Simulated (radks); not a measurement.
# Er⁵⁰⁺ in [Ar]: an all-electron calculation

Wanted: eigenvalues, radial structure and energy terms of the erbium ion Er50+.

Program: radks (a radial shooting solver on a logarithmic mesh, Libxc functionals) version 1. Level of theory: scalar-relativistic Kohn-Sham, XLYP, spin-polarised, spherical densities, finite nucleus. These are calculated values, not measurements, unless marked.

## Step 1: What is computed

* element: erbium (Z = 68)
* charge: +50
* electrons: 18
* configuration: [Ar]
* nuclear rms radius: 5.2516 fm

The outer shells:

Er⁵⁰⁺
```
[Ne] core
3s [↑↓]
3p [↑↓][↑↓][↑↓]
```

## Step 2: The calculation

The run's settings:

```text
Z 68
configuration [Ar]
relativity scalar-relativistic
functional xlyp
spin polarised
nucleus finite rms 5.2516 fm
c 137.035999084
```

Q: Predict the outcome of this run.

As calculated:

| quantity | value |
| --- | --- |
| total energy | -10706.5908 hartree |
| exchange-correlation share of it | 1.50 % |
| −T/E | 1.1006 |
| highest occupied level | 3p, -4662.5 eV |
| most extended occupied level | 3s up, <r> = 0.210 bohr |
| radius at density 0.001 e/bohr³ | 0.638 bohr |
| maxima of the radial density | 3 |
| ionisation energy, NIST | 4639 (theory) eV |

3 principal shells are occupied and 3 maxima appear in the radial density. Relativity lifts −T/E to 1.101. Minus the highest eigenvalue, 4662.5 eV, is 101 % of the tabulated ionisation energy (4639 eV). 
